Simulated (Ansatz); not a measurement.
# CsGeBr3 and its elements: formation energy from the elements, by script

Is CsGeBr3 stable against its elements? Wanted for CsGeBr3 and its elements: a formation energy from the elements.

Program: the Python package of Ansatz 0.2.0. Level of theory: DFT r2SCAN, plane waves, PAW. These are calculated values, not measurements.

## (1) Starting point

CsGeBr3 Pm-3m: The structure is cubic, space group Pm-3m (No. 221). Conventional cell: a = 5.533 Å, b = 5.533 Å, c = 5.533 Å, α = 90.00°, β = 90.00°, γ = 90.00°. Around Cs (site symmetry m-3m) lie 12 Br at 3.91 Å. Around Ge (site symmetry m-3m) lie 6 Br at 2.77 Å. Br (site symmetry 4/mmm) is surrounded by 2 Ge at 2.77 Å and 4 Cs at 3.91 Å.

Cs Im-3m: It takes space group Im-3m (No. 229, cubic). The conventional cell has a = 6.067 Å, b = 6.067 Å, c = 6.067 Å, α = 90.00°, β = 90.00°, γ = 90.00°.

Ge Fd-3m: Symmetry: Fd-3m, No. 227, cubic system. The conventional cell has a = 5.658 Å, b = 5.658 Å, c = 5.658 Å, α = 90.00°, β = 90.00°, γ = 90.00°. Ge (site symmetry -43m) is surrounded by 4 Ge at 2.45 Å.

Br Cmce: It takes space group Cmce (No. 64, orthorhombic). Conventional cell: a = 6.726 Å, b = 4.645 Å, c = 8.702 Å, α = 90.00°, β = 90.00°, γ = 90.00°. Around Br (site symmetry m) lie 1 Br at 2.29 Å.

The script holds or builds the structure itself.

## (2) The script

run_formation.py reads:

```python
from collections import Counter
import warnings

import ansatz as az
from ase import Atoms
import numpy as np

XC = "r2SCAN"
ECUT = 550
KSPACING = 0.3
SMEARING = "fermi_dirac"
WIDTH_EV = 0.05


def compute(name, crystal):
    calc = (
        crystal.calculation()
        .functional(XC)
        .basis(ECUT)
        .kpoints(spacing=KSPACING)
        .occupations(SMEARING, width=WIDTH_EV)
        .stress()
    )
    calc = calc.relax(force_tolerance=0.02, fix_cell=["shape"])
    return calc.run(threads=1)


def counts(outcome):
    return Counter(site.symbol for site in outcome.lattice.sites)

def formation_energy(outcome, mu):
    n = counts(outcome)
    return (outcome.report["energy_sigma0_ev"] - sum(k * mu[element] for element, k in n.items())) / sum(n.values())


def volume_per_atom(outcome):
    return abs(np.linalg.det(outcome.lattice.cell_ang)) / len(outcome.lattice.sites)

warnings.simplefilter("ignore", az.DeckWarning)

phases = {}
atoms = Atoms(
    ["Cs", "Ge", "Br", "Br", "Br"],
    scaled_positions=[
        (0.0, 0.0, 0.0),
        (0.5, 0.5, 0.5),
        (0.5, 0.5, 0.0),
        (0.5, 0.0, 0.5),
        (0.0, 0.5, 0.5),
    ],
    cell=[
        (5.533327, 0.0, 0.0),
        (0.0, 5.533327, 0.0),
        (0.0, 0.0, 5.533327),
    ],
    pbc=True,
)
csgebr3 = az.Crystal.from_ase(atoms)
phases["CsGeBr3"] = csgebr3
cs = (
    az.Lattice.bcc(6.067)
    .space_group(229)
    .atom("Cs", (0.0, 0.0, 0.0))
    .primitive()
)
phases["Cs"] = cs
ge = (
    az.Lattice.from_parameters(4.000683, 4.000683, 4.000683, alpha=60.0, beta=60.0, gamma=60.0)
    .atom("Ge", (0.0, 0.0, 0.0))
    .atom("Ge", (0.25, 0.25, 0.25))
)
phases["Ge"] = ge
br = (
    az.Lattice.of((3.36325, -2.32255, 0.0), (3.36325, 2.32255, 0.0), (0.0, 0.0, 8.7023))
    .atom("Br", (0.8651, 0.1349, 0.1099))
    .atom("Br", (0.6349, 0.3651, 0.6099))
    .atom("Br", (0.1349, 0.8651, 0.8901))
    .atom("Br", (0.3651, 0.6349, 0.3901))
)
phases["Br"] = br

done = {}
for name, crystal in phases.items():
    done[name] = compute(name, crystal)
    print(f"{name}: {done[name].report['energy_sigma0_ev']:.4f} eV, {len(done[name].lattice.sites)} atoms")

references = {"Cs": "Cs", "Ge": "Ge", "Br": "Br"}
mu = {element: done[name].report["energy_sigma0_ev"] / len(done[name].lattice.sites) for element, name in references.items()}

target = done["CsGeBr3"]
heat = formation_energy(target, mu)
for element, value in mu.items():
    print(f"mu({element}) = {value:.4f} eV from {references[element]}, {volume_per_atom(done[references[element]]):.2f} A^3/atom")
print(f"formation energy of CsGeBr3: {heat:.4f} eV/atom = {96.4853 * heat:.1f} kJ/mol of atoms")
```

## (3) The run

Started as:

```bash
$ python run_formation.py
```

**Question.** Is CsGeBr3 bound against its elements at this level, and by how much?

The runs gave:

| quantity | value |
| --- | --- |
| formation energy | -1.2137 eV/atom |
| runs compared | 4 |
| energy of CsGeBr3 (run 1) from the elements | -1214 meV/atom |

**Reading.** The formation energy is negative: it is stable against its elements at zero temperature, which says nothing yet of competing compounds. The formation energy is -1.214 eV an atom (-117.1 kJ per mole of atoms), so CsGeBr3 lies below the reference phases. In run 1, the volume grew by 1.3 % over 2 moves, and the space group stayed Pm-3m. In run 3, the volume grew by 0.8 % over 2 moves, and the space group stayed Fd-3m. Notes:
- For the metals among these cells the mesh is coarse, so their volumes and pressures are rough.
- Atoms and volume are relaxed with the cell's shape held, which in cells of lower than cubic symmetry can hide stresses and shift volumes.
- The compound is the structure given, not necessarily its lowest; energies are at zero temperature, with no correction for gases. A semilocal functional's error on such energies is often 0.05 to 0.1 eV an atom, and 0.1 to 0.3 eV against gases such as O2 or F2.
